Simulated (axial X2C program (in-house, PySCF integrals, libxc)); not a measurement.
**OTeO: bond lengths and stretches, held linear**

The task here is to estimate one member of a computed series from the others.

Method: all-electron X2C, two-component (2c) or spin-free, O dyall-av3z, Te dyall-v3z; program: an in-house X2C program for linear molecules on PySCF integrals.

All values are calculated.

2 further runs of the same task are left out: 2 set aside as unsound or not needed.

Set-up of the first run:

The input, task.json:

```json
{
 "zs": [
  8,
  52,
  8
 ],
 "q": 0,
 "bas": [
  "dyall-av3z",
  "dyall-v3z",
  "dyall-av3z"
 ],
 "r0": [
  1.85,
  1.85
 ],
 "symm": 1,
 "scan": [
  "PBE0",
  "HF",
  "B3LYP"
 ],
 "levels": [
  "PBE0",
  "HF",
  "BHandHLYP"
 ],
 "nst": 2
}
```

Keys: zs atomic numbers; q charge; bas basis sets; r0 starting distance in Å; symm equal bonds; scan levels of the two-bond scan; levels methods; nst determinants followed.

The run is started by

```sh
$ python solin.py task.json out
```

Masses O 15.995, Te 129.906, O 15.995 u.

Steps of the session up to this table: Scan at PBE0, 2c; Scan at B3LYP, 2c; Scan at PBE0, spin-free.

One table of the session follows, with a row left open; its other results are not shown here.

| level | r(O–Te) (Å) | r(Te–O) (Å) | lower stretch (cm⁻¹) | upper stretch (cm⁻¹) |
| --- | --- | --- | --- | --- |
| PBE0, 2c | 1.853 | 1.853 | 770.7 | 771.0 |
| B3LYP, 2c | 1.871 | 1.871 | 736.6 | 742.2 |
| PBE0, spin-free | ? | ? | ? | ? |
| HF, spin-free | 1.792 | 1.792 | 882.2 | 895.7 |
| B3LYP, spin-free | 1.870 | 1.870 | 741.0 | 745.9 |

Q: Estimate the row for PBE0, spin-free from the others.

**Answer.** r(O–Te) (Å): 1.852; r(Te–O) (Å): 1.852; lower stretch (cm⁻¹): 774.2; upper stretch (cm⁻¹): 774.9. In the column «r(O–Te) (Å)» it lies between HF, spin-free (1.792) and PBE0, 2c (1.853).

Scans not shown above were run alike.

The upper stretch spreads by more than a fifth over the levels, so it depends strongly on the method. The molecule was held linear; bending was not examined, so a bent shape may lie lower.
